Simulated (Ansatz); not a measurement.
# CH4AlNS: one species, many methods

The task here is to estimate one member of a computed series from the others.

The runs use Ansatz 0.2.0, Gaussian basis; functionals in def2-TZVPP, the program's frozen cores in correlated methods.

The runs, in order: LDA (SPW92), PBE-D4, revPBE-D4, BLYP-D4, r2SCAN-D4, B97M-V, PBE0-D4, B3LYP-D4, r2SCANh-D4, r2SCAN0-D4, HSE06-D4, BHLYP-D4, CAM-B3LYP-D4, LC-ωPBE, ωB97X-V, ωB97M-V, B2PLYP, PBE-QIDH; CCSD(T)/def2-SVP; CCSD(T)/def2-TZVPP; MP2/def2-QZVPP; extrapolation to the limit; RPA on PBE.

### The geometry

The geometry comes from an earlier relaxation with PBE0-D4 in a triple-zeta def2 set; it is a stationary point, not always the lowest conformer.

SMILES `[AlH2]/[N]=C\S`, 8 atoms, charge 0, spin multiplicity 1.

Atoms are counted from 1 here; the program's logs count them from 0.

Bond lengths: Al1–N2 1.749 Å, Al1–H5 1.580 Å, Al1–H6 1.580 Å, N2–C3 1.238 Å, C3–S4 1.773 Å, C3–H7 1.099 Å, S4–H8 1.343 Å. Angles: N2–Al1–H5 117.5°, N2–Al1–H6 117.5°, H5–Al1–H6 125.0°, Al1–N2–C3 176.4°, N2–C3–S4 123.2°, N2–C3–H7 124.0°, S4–C3–H7 112.8°, C3–S4–H8 96.3°.

The first run:

Contents of in.yaml:

```yaml
crystal:
  periodic: [false, false, false]
  atoms:
    - {symbol: Al, position_ang: [-0.190717, 1.924754, -0.484578]}
    - {symbol: N, position_ang: [-0.228509, 0.224813, -0.075597]}
    - {symbol: C, position_ang: [-0.177066, -0.976370, 0.218048]}
    - {symbol: S, position_ang: [1.343997, -1.842378, 0.502646]}
    - {symbol: H, position_ang: [-0.125443, 2.305628, -2.016223]}
    - {symbol: H, position_ang: [-0.257698, 2.962720, 0.704287]}
    - {symbol: H, position_ang: [-1.060287, -1.619822, 0.330618]}
    - {symbol: H, position_ang: [0.787924, -3.036447, 0.765000]}
basis:
  gaussian: {orbitals: def2-TZVPP}
hamiltonian: {xc: lda}
output: {orbitals: {seedname: orbitals}}
```

Launch:

```console
$ ansatz run in.yaml --threads 2 --pin off --events-out ev --progress --plain --max-ram 4352MiB
```

Among the steps run: LDA; PBE-D4 (GGA); revPBE-D4 (GGA); BLYP-D4 (GGA); r2SCAN-D4 (meta-GGA); B97M-V (meta-GGA); B3LYP-D4 (hybrid); r2SCANh-D4 (hybrid); r2SCAN0-D4 (hybrid); HSE06-D4 (hybrid); BHLYP-D4 (hybrid); CAM-B3LYP-D4 (range-separated); LC-ωPBE (range-separated); ωB97X-V (range-separated); ωB97M-V (range-separated); B2PLYP (double hybrid); PBE-QIDH (double hybrid).

One of the session's tables, all rows but one given; the rest of the session is left out.

It belongs to the step «Orbital energies across the functionals». 

| functional | HOMO (eV) | gap (eV) |
| --- | --- | --- |
| LDA (SPW92) | -6.01 | 3.93 |
| PBE-D4 | -5.84 | 4.00 |
| revPBE-D4 | ? | ? |
| BLYP-D4 | -5.71 | 4.03 |
| r2SCAN-D4 | -6.06 | 4.41 |
| B97M-V | -6.16 | 4.61 |
| PBE0-D4 | -7.05 | 6.16 |
| B3LYP-D4 | -6.83 | 5.74 |
| r2SCANh-D4 | -6.51 | 5.24 |
| r2SCAN0-D4 | -7.21 | 6.50 |
| HSE06-D4 | -6.65 | 5.40 |
| BHLYP-D4 | -8.18 | 8.06 |
| CAM-B3LYP-D4 | -8.37 | 8.41 |
| LC-ωPBE | -9.69 | 10.79 |
| ωB97X-V | -9.36 | 10.36 |
| ωB97M-V | -9.26 | 9.99 |

**Question.** Estimate the row for revPBE-D4.

As computed: HOMO (eV): -5.78; gap (eV): 4.03. In the column «HOMO (eV)» it lies between PBE-D4 (-5.84) and BLYP-D4 (-5.71).
